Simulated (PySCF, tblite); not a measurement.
# C₈H₉ radical: geometry, infrared bands and EPR parameters

What infrared bands and EPR parameters should C₈H₉ radical (`C=C=C(C)[CH]C#CC`) show?

The runs use tblite 0.8.0 and PySCF 2.14.0, with density-fitted response routines of our own; the level of theory stands in each step. All values are computed, except where a source is named. Atoms count from 0, in the outputs and in this text.

## Step 1: The starting structure

17 atoms, charge 0, multiplicity 2; geometry from: force field or distance geometry start.

Bonds of the start (Å): C0–C1 1.29, C1–C2 1.31, C2–C3 1.52, C2–C4 1.44, C4–C5 1.42, C5–C6 1.21, C6–C7 1.47, C0–H8 1.09, C0–H9 1.09, C3–H10 1.09, C3–H11 1.09, C3–H12 1.08, C4–H13 1.08, C7–H14 1.10, C7–H15 1.09, C7–H16 1.09.

## Step 2: Optimising the geometry with GFN2-xTB

The job: settings as JSON, then the geometry in Å.

```
{"job": {"kind": "relax", "xc": "GFN2-xTB", "basis": "xTB"}, "charge": 0, "multiplicity": 2}
C     -3.663700     0.264300     1.138500
C     -2.451700     0.262900     0.700900
C     -1.206700     0.248000     0.280500
C     -0.786100     1.030600    -0.946800
C     -0.234300    -0.532400     1.006400
C      1.126300    -0.610300     0.614000
C      2.287300    -0.676400     0.293400
C      3.699500    -0.758800    -0.089200
H     -4.381700    -0.469600     0.785500
H     -4.004700     1.008100     1.862300
H     -0.020700     1.759100    -0.682600
H     -1.629600     1.564100    -1.382200
H     -0.391700     0.352900    -1.696100
H     -0.546900    -1.086500     1.873700
H      3.881900    -0.154300    -0.985700
H      3.972700    -1.796600    -0.299900
H      4.343200    -0.393300     0.710700
```

The run is started by

```console
$ OMP_NUM_THREADS=1 python probes_run.py task.json out
```

One launch serves the whole session: the jobs run in the order shown.

Output:

```text
step      E/eV     max force
  0    -586.19557    2.136
  1    -586.18166    3.611
  2    -586.25742    0.531
  3    -586.26590    0.245
  4    -586.27405    0.251
  5    -586.27835    0.371
  6    -586.28030    0.235
  7    -586.28191    0.083
  8    -586.28325    0.055
  9    -586.28362    0.057
 10    -586.28407    0.041
 11    -586.28432    0.044
 12    -586.28464    0.043
 13    -586.28486    0.030
 14    -586.28501    0.026
 15    -586.28512    0.028
 16    -586.28525    0.028
 17    -586.28539    0.030
 18    -586.28553    0.031
 19    -586.28568    0.033
 20    -586.28584    0.036
 21    -586.28598    0.039
 22    -586.28609    0.028
 23    -586.28616    0.017
 24    -586.28621    0.015
 25    -586.28625    0.016
 26    -586.28628    0.012
 27    -586.28632    0.015
 28    -586.28635    0.017
 29    -586.28639    0.018
 30    -586.28644    0.023
 31    -586.28653    0.032
 32    -586.28670    0.043
 33    -586.28694    0.045
 34    -586.28718    0.049
 35    -586.28736    0.048
 36    -586.28749    0.038
 37    -586.28761    0.027
 38    -586.28773    0.027
 39    -586.28779    0.017
 40    -586.28782    0.011
 41    -586.28783    0.008
```

It took 0.24 s on 1 thread of Arm Neoverse V1, shared host.

Relaxation path: (not every step is listed) (the energy doesn't fall at every step)

```tsv
step	energy from step 0 (eV)	largest force (eV/Å)
0	0.0000	2.1362
1	0.0139	3.6113
2	-0.0619	0.5312
3	-0.0703	0.2449
4	-0.0785	0.2513
5	-0.0828	0.3709
6	-0.0847	0.2353
7	-0.0863	0.0834
8	-0.0877	0.0549
10	-0.0885	0.0413
12	-0.0891	0.0428
14	-0.0894	0.0262
16	-0.0897	0.0276
18	-0.0900	0.0314
20	-0.0903	0.0363
22	-0.0905	0.0282
24	-0.0906	0.0153
26	-0.0907	0.0123
28	-0.0908	0.0165
30	-0.0909	0.0226
32	-0.0911	0.0427
34	-0.0916	0.0492
36	-0.0919	0.0381
37	-0.0920	0.0272
38	-0.0922	0.0270
39	-0.0922	0.0175
40	-0.0923	0.0108
41	-0.0923	0.0081
```

Distances of close pairs at the start and the end, largest changes first:

```tsv
bond	before (Å)	after (Å)	change (Å)
C4–C5	1.418	1.378	-0.040
C2–C4	1.443	1.409	-0.034
C6–C7	1.465	1.444	-0.022
C1–C2	1.314	1.333	+0.019
C0–H9	1.092	1.083	-0.010
C2–C3	1.515	1.508	-0.007
C5–C6	1.206	1.213	+0.007
C7–H14	1.097	1.090	-0.006
```

The final coordinates are the input of the step that follows.

## Step 3: Vibrational analysis with GFN2-xTB

The job: settings as JSON, then the geometry in Å.

```
{"job": {"kind": "ir", "xc": "GFN2-xTB", "basis": "xTB"}, "charge": 0, "multiplicity": 2}
C     -3.677312     0.297722     1.096349
C     -2.443310     0.245431     0.722859
C     -1.172276     0.207486     0.322478
C     -0.758797     0.988354    -0.899527
C     -0.202846    -0.546592     1.012703
C      1.117552    -0.605999     0.622465
C      2.279487    -0.657876     0.276999
C      3.665686    -0.731434    -0.119228
H     -4.420604    -0.403469     0.739306
H     -4.041790     1.043809     1.790882
H      0.015226     1.707485    -0.635550
H     -1.608230     1.518248    -1.323306
H     -0.348531     0.313638    -1.649483
H     -0.497688    -1.107489     1.888596
H      3.837241    -0.129086    -1.011642
H      3.942088    -1.765196    -0.333760
H      4.307107    -0.363000     0.683229
```

Output:

```text
mode    cm-1     km/mol
  1     -39.5      0.08
  2      64.1      0.84
  3      75.0      0.56
  4      94.2      0.47
  5     150.4      0.01
  6     191.1      0.02
  7     241.3      2.89
  8     241.3      3.56
  9     303.7      0.35
 10     354.2      0.07
 11     434.7      0.71
 12     460.7      0.04
 13     492.1      0.01
 14     524.7      0.09
 15     688.7      9.14
 16     806.3      4.61
 17     852.6     19.28
 18     872.5     24.61
 19     947.2      1.22
 20    1007.0     11.35
 21    1010.9      8.97
 22    1027.1     13.98
 23    1033.8      6.95
 24    1185.4     12.00
 25    1263.3     13.49
 26    1280.0      5.74
 27    1374.6      0.30
 28    1396.1      1.61
 29    1400.9      0.19
 30    1425.6      0.78
 31    1452.8      4.60
 32    1455.4      7.99
 33    1476.2      3.19
 34    1484.8      1.52
 35    1982.9    205.23
 36    2277.3     62.44
 37    2974.5     25.95
 38    2984.6     49.69
 39    2999.5     38.89
 40    3005.0     16.52
 41    3011.7     33.18
 42    3018.1     64.61
 43    3023.5     16.14
 44    3044.9     25.95
 45    3057.0     36.54
```

Run time: 0.51 s. Hardware: 1 thread of Arm Neoverse V1, shared host.

Which atoms move in the most intense modes:

```tsv
cm⁻¹	km/mol	atoms
1983	205.2	C1 66 %, C0 22 %
2277	62.4	C6 49 %, C5 48 %
2974	25.9	H16 46 %, H15 45 %
2985	49.7	H15 43 %, H16 42 %
3000	38.9	H14 85 %
3012	33.2	H12 46 %, H10 44 %
3018	64.6	H8 52 %, H9 43 %
3057	36.5	H13 93 %
```

## Step 4: EPR parameters: B3LYP/pcH-1

The job, as its differences from that of step 3:

```diff
@@ -1,2 +1,2 @@
-{"job": {"kind": "ir", "xc": "GFN2-xTB", "basis": "xTB"}, "charge": 0, "multiplicity": 2}
+{"job": {"kind": "epr", "basis": "pcH-1"}, "charge": 0, "multiplicity": 2}
 C     -3.677312     0.297722     1.096349
```

Method: UKS B3LYP, pcH-1 on C H, non-relativistic, mean-field spin-orbit, GIAO.

Output:

```text
UKS, coarse grid
  cycle   1  E = -310.09047591  |g| = 3.34e-01
  cycle   2  E = -310.09233971  |g| = 3.36e-01
  cycle   3  E = -310.15102005  |g| = 7.06e-02
  cycle   4  E = -310.15243112  |g| = 5.05e-02
  cycle   5  E = -310.15370911  |g| = 1.46e-02
  cycle   6  E = -310.15383668  |g| = 7.45e-03
  cycle   7  E = -310.15388636  |g| = 4.41e-03
  cycle   8  E = -310.15390549  |g| = 1.77e-03
  cycle   9  E = -310.15390883  |g| = 5.91e-04
UKS, final grid
  cycle   1  E = -310.15391667  |g| = 7.67e-04
  cycle   2  E = -310.15391622  |g| = 1.31e-03
  cycle   3  E = -310.15391713  |g| = 2.08e-04
  cycle   4  E = -310.15391716  |g| = 1.47e-04
  cycle   5  E = -310.15391721  |g| = 1.04e-04
  cycle   6  E = -310.15391722  |g| = 1.82e-05
E = -310.15391722 Eh   <S^2> = 0.7786 (exact 0.7500)
g shifts (ppm)      1          2          3
  rmc          -145       -145       -145
  gc             -4         37         37
  oz_so          -5        340        639
  total        -153        232        532
hyperfine (MHz)  atom isotope    a_iso     a_fc   dipolar eigenvalues
    0   13C     -29.82     -29.82     -7.26      1.79      5.47
    1   13C      37.50      37.50    -39.59    -29.74     69.33
    2   13C     -43.25     -43.25    -22.99      9.64     13.35
    3   13C       5.83       5.83     -1.07      0.03      1.03
    4   13C      54.90      54.90    -47.74    -47.17     94.91
    5   13C     -50.94     -50.94    -16.05     -0.94     17.00
    6   13C      33.01      33.01    -33.56    -25.29     58.85
    7   13C     -14.64     -14.64     -0.86      0.38      0.48
    8    1H      82.15      82.15     -2.38     -1.79      4.16
    9    1H      82.27      82.27     -2.37     -1.78      4.15
   10    1H     -12.22     -12.22     -1.92     -0.28      2.20
   11    1H      -1.64      -1.64     -1.83     -1.00      2.84
   12    1H     -12.24     -12.24     -1.92     -0.28      2.20
   13    1H     -40.37     -40.37    -19.72     -1.78     21.50
   14    1H       4.78       4.78     -2.07     -1.74      3.80
   15    1H      46.36      46.36     -2.27     -1.66      3.92
   16    1H      46.48      46.48     -2.27     -1.66      3.92
```

It took 98 s on 1 thread of Arm Neoverse V1, shared host; peak memory 0.96 GiB.

Principal g values 2.00217, 2.00255, 2.00285; g(iso) = 2.00252, against 2.00232 for a free electron.

Mean a(iso) over the nuclei that a row names, and the largest dipolar term of the row (other rows stand at the frozen geometry):

```tsv
nuclei	isotope	a(iso) (MHz)	a(iso) (G, at g = 2.0023)	largest dipolar term (MHz)
H8, H9	1H	82.2	29.3	4.2
C4	13C	54.9	19.6	94.9
C5	13C	-50.9	-18.2	17.0
C2	13C	-43.3	-15.4	-23.0
H13	1H	-40.4	-14.4	21.5
C1	13C	37.5	13.4	69.3
C6	13C	33.0	11.8	58.8
H14, H15, H16	1H	32.5	11.6	3.9
C0	13C	-29.8	-10.6	-7.3
C7	13C	-14.6	-5.2	-0.9
H10, H11, H12	1H	-8.7	-3.1	2.8
C3	13C	5.8	2.1	-1.1
```

Mulliken spin populations:

C0 -0.08; C1 0.44; C2 -0.20; C3 0.01; C4 0.59; C5 -0.19; C6 0.39; C7 -0.03; H8 0.04; H9 0.04; H10 0.00; H11 0.00; H12 0.00; H13 -0.03; H14 0.00; H15 0.02; H16 0.02

In first order the couplings over 0.8 MHz of 1H give 96 distinct lines over 117.2 G, if the averaged nuclei exchange fast; the same motion can average rows kept apart here too.

Orbitals, density, ELF and potential are computed afterwards from the orbital file.

ELF in a plane through or near 11 of the atoms.

Ten even steps from ' ' (0.00) to '@' (1.00):
```
                                                        
                                                        
                                                        
                            ::::                        
                          ++@@@@##                      
                  ----    ##@@@@@@    --==::..          
                ::****++::**@@@@**  ::****==::          
        ..--::..++##%%****++==##::  ++%%##++==..        
        --**++++##++%%--++==****--==**%%##--**--        
        --**==##%%**%%::++****%%::%%::++##--**--        
        ::++::**%%++%%##++..--::**%%--**@@++++::        
        ++@@@@##::++**==    --@@%%----**%%**==..        
      ..%%@@@@%%  ..::    --++--##..  ::++++==..        
      ..%%@@@@%%          ********%%--    ::..          
        ..####::        ..==++**@@@@@@..                
                          ..::++@@@@@@--                
                              ..**@@%%                  
                                ..::..                  
                                                        
                                                        
```
The map spans 13.9 Å across and 9.4 Å up, centred on the molecule. Atoms in the plane (x, y in Å): C0 (3.8, 0.5), C1 (2.5, 0.3), C2 (1.2, 0.0), C3 (0.8, -1.5), C4 (0.2, 1.0), C5 (-1.1, 0.7), C6 (-2.3, 0.5), C7 (-3.7, 0.2), H11 (1.6, -2.1), H13 (0.5, 2.0), H14 (-3.9, -0.9).

log10 of the density (e/Å³) in the same plane.

Ten even steps from ' ' (-4.0) to '@' (2.0):
```
                                                        
                                                        
                          ......                        
                      ....::::::::..                    
          ......::::::::--======--::::::::::::..        
      ....::::::----------++++++==------------::..      
    ..::------======++++++******++============--::..    
    ..--==++++++++**********##**++==++++++++++==--::    
  ..::--==**********##%%####@@****++******##**++--::..  
  ..::==++**%%####%%####******############%%**++==::..  
  ..::--++**##**********++++**##@@####********==--::    
    ::--==**##**++++++======++******++++++++==--::..    
    ..--==****++==========++**##**++========----::      
    ..::--==++==--------==++**@@****==------::::..      
      ..::----::::....--==++********++--::....          
        ....::....  ..::--==++++++++==--..              
                      ..::------====--::..              
                        ..::::::::::::..                
                              ......                    
                                                        
```
The map spans 13.9 Å across and 9.4 Å up, centred on the molecule. Atoms in the plane (x, y in Å): C0 (3.8, 0.5), C1 (2.5, 0.3), C2 (1.2, 0.0), C3 (0.8, -1.5), C4 (0.2, 1.0), C5 (-1.1, 0.7), C6 (-2.3, 0.5), C7 (-3.7, 0.2), H11 (1.6, -2.1), H13 (0.5, 2.0), H14 (-3.9, -0.9).

On the surface of density 0.002 e/bohr³ the electrostatic potential runs, from the 1st to the 99th percentile, from -0.77 V near C5 to 0.86 V near H14.

The spin density lies nearest to C1, C4 about 25 % each; C6 20 %; C2, C5 about 7 % each (beta excess).

## Step 5: Outcome

```
                                                                  quantity                   value
                                 strongest single infrared mode (GFN2-xTB)   1983 cm⁻¹, 205 km/mol
                                              zero-point energy (GFN2-xTB)           83.6 kcal/mol
                                                            g(iso) (B3LYP)                 2.00252
                                                                      ⟨S²⟩      0.779 (exact 0.75)
                                        largest a(iso) (averaged by class)  1H on H8, H9, 82.2 MHz
potential on the surface of density 0.002 e/bohr³, 1st and 99th percentile      -0.77 V and 0.86 V
```

What this shows: The optimisation took 41 steps and gained 0.092 eV; among the close pairs (by a distance rule), C4–C5 changed most, from 1.418 to 1.378 Å. The lowest mode is imaginary (40i cm⁻¹), so the xTB geometry is not a minimum: the zero-point energy counts the real modes alone, and all values at this geometry belong to a saddle point. The strongest single mode, at 1983 cm⁻¹, moves mainly C1. Unscaled tight-binding wavenumbers are off by several per cent, some by more. Its intensities can rank the bands wrongly. The largest spin populations lie on C4 (0.59 e), C1 (0.44 e). The isotropic g lies 0.2 ppt above the free-electron value. These values are for one conformer; the search (at its own cheap level) found 2 more, at 0.76, 0.77 kcal/mol, and measured spectra average over such forms.
